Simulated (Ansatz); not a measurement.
The system is Cd2S.

```
Cd S
1.0
     3.96267    0.00000    0.00000
    -1.98134    3.43177    0.00000
     0.00000    0.00000    5.80919
Cd S
2 1
Direct
  0.33333 0.66667 0.93272
  0.66667 0.33333 0.57873
  0.33333 0.66667 0.36571
```

The cell comes from a database or a generator and needn't be the stable form of this composition.

Base run:

```yaml
Program: Ansatz 0.2.0
Functional: PBE0 form with a typed share of exact exchange
Potentials_or_basis: Ansatz PAW
Cutoff: "420 eV (not typed: the program's choice for these potentials)"
k_mesh: 5 × 5 × 3
Occupations: fermi-dirac, width 0.05 eV
Spin: no spin polarisation
```

Its results: band gap on the k mesh 2.13 eV, indirect (least direct gap 2.25 eV); pressure -2.0 GPa; largest force 0.314 eV/Å.

Question: The run is repeated on the same cell with these changes: share of exact exchange from 0.35 to 0.1. What comes out?

Answer: Band gap on the k mesh 1.45 eV, indirect (least direct gap 1.71 eV); pressure -0.9 GPa; largest force 0.121 eV/Å.

Caveats: odd divisions of the mesh miss points on the zone boundary, where band edges often lie, so the gap on the mesh can be too wide; the PAW data sets come from PBE, with cores solved anew for the run's functional, which leaves a small shift of forces and pressure; the thresholds are loose for stress.

A k mesh can miss the band edges.
